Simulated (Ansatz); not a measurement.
Ta3AsAu2O13:

```
CELL_PARAMETERS angstrom
5.72385 -0.00745 -0.00403
1.30279 6.25499 0.00561
0.27574 1.30074 8.36754
ATOMIC_POSITIONS crystal
Ta 0.21713 0.30521 0.58431
Ta 0.03325 0.11123 0.99855
Ta 0.58248 0.62145 0.50482
As 0.58707 0.89691 0.83049
Au 0.58004 0.09228 0.18613
Au 0.04485 0.82077 0.44682
O 0.66201 0.69726 0.71088
O 0.51632 0.13418 0.69625
O 0.85098 0.88773 0.91932
O 0.34466 0.87003 0.94651
O 0.73015 0.29240 0.03095
O 0.24622 0.21809 0.11075
O 0.12900 0.09398 0.49104
O 0.48032 0.38887 0.43499
O 0.05966 0.26685 0.78594
O 0.93330 0.53240 0.45645
O 0.49975 0.85161 0.34971
O 0.25256 0.62988 0.62473
O 0.91878 0.95175 0.22636
```

The cell was built by a generator and needn't be a form met in nature.

Base run:

| Item | Value |
| --- | --- |
| Program | Ansatz 0.2.0 |
| Functional | PBE |
| Potentials or basis | Ansatz PAW |
| Cutoff | 420 eV (not typed: the program's choice for these potentials) |
| k mesh | 5 × 5 × 4 |
| Occupations | fermi-dirac, width 0.05 eV |
| Spin | no spin polarisation |
| Hubbard terms | Au d U = 6 eV, Ta d U = 6 eV |

Its results: band gap on the k mesh 1.45 eV, direct; pressure 2.3 GPa; largest force 0.354 eV/Å.

**Question.** The run is repeated on the same cell with these changes: hubbard terms from Au d U = 6 eV, Ta d U = 6 eV to Au d U = 4 eV, Ta d U = 4 eV. What comes out?

**Answer.** Band gap on the k mesh 1.46 eV, direct; pressure 1.4 GPa; largest force 0.228 eV/Å.

Caveats: odd divisions of the mesh miss points on the zone boundary, where band edges often lie, so the gap on the mesh can be too wide; spin-orbit coupling is left out, which moves the levels of the heavy elements; the density of states is complete only up to the lowest level of the last band computed.

A k mesh can miss the band edges.
